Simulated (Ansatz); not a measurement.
**CuSn3 under changes of volume**

One of the cells (24.437 Å³/atom); the others are scaled copies at fixed shape and fractional positions:

```
Sn Cu
1.0
    -2.23990    2.23990    4.87070
     2.23990   -2.23990    4.87070
     2.23990    2.23990   -4.87070
Sn Cu
3 1
Direct
  0.50000 0.50000 0.00000
  0.25000 0.75000 0.50000
  0.75000 0.25000 0.50000
  0.00000 0.00000 0.00000
```

The cell comes from a database or a generator and needn't be the stable form of this composition.

- Program: Ansatz 0.2.0
- Functional: r2SCAN
- Potentials or basis: Ansatz PAW
- Cutoff: 500 eV (not typed: the program's choice for these potentials)
- k mesh: 8 × 8 × 8
- Occupations: fermi-dirac, width 0.05 eV
- Spin: no spin polarisation

| volume (Å³/atom) | energy over the lowest point (meV/atom) | pressure (GPa) |
| --- | --- | --- |
| 22.971 | 0.00 | 0.6 |
| 23.460 | 0.04 | -0.6 |
| 23.948 | 3.54 | -1.7 |
| 24.437 | 10.16 | -2.7 |
| 24.926 | 19.57 | -3.5 |
| 25.415 | 31.47 | -4.3 |
| 25.903 | ? | ? |

**Question.** What does the run at 25.903 Å³/atom give?

**Answer.** Energy over the lowest point 45.61 meV/atom; pressure -5.0 GPa.

Worked out: A Birch-Murnaghan fit of order 3 (a polynomial in V^(-2/3)) to the other rows has its minimum at 23.21 Å³/atom with B0 = V·E''(V) = 57 GPa and B' = 4.3 at fixed shape and positions, which overstates the stiffness. It gives 45.58 meV/atom at 25.903 Å³/atom, against the run's 45.61, and -dE/dV = -5.0 GPa, against -5.0.

Energies are extrapolated to zero smearing.

Caveats: the PAW data sets come from PBE, with cores solved anew for the run's functional, which leaves a small shift of forces and pressure.
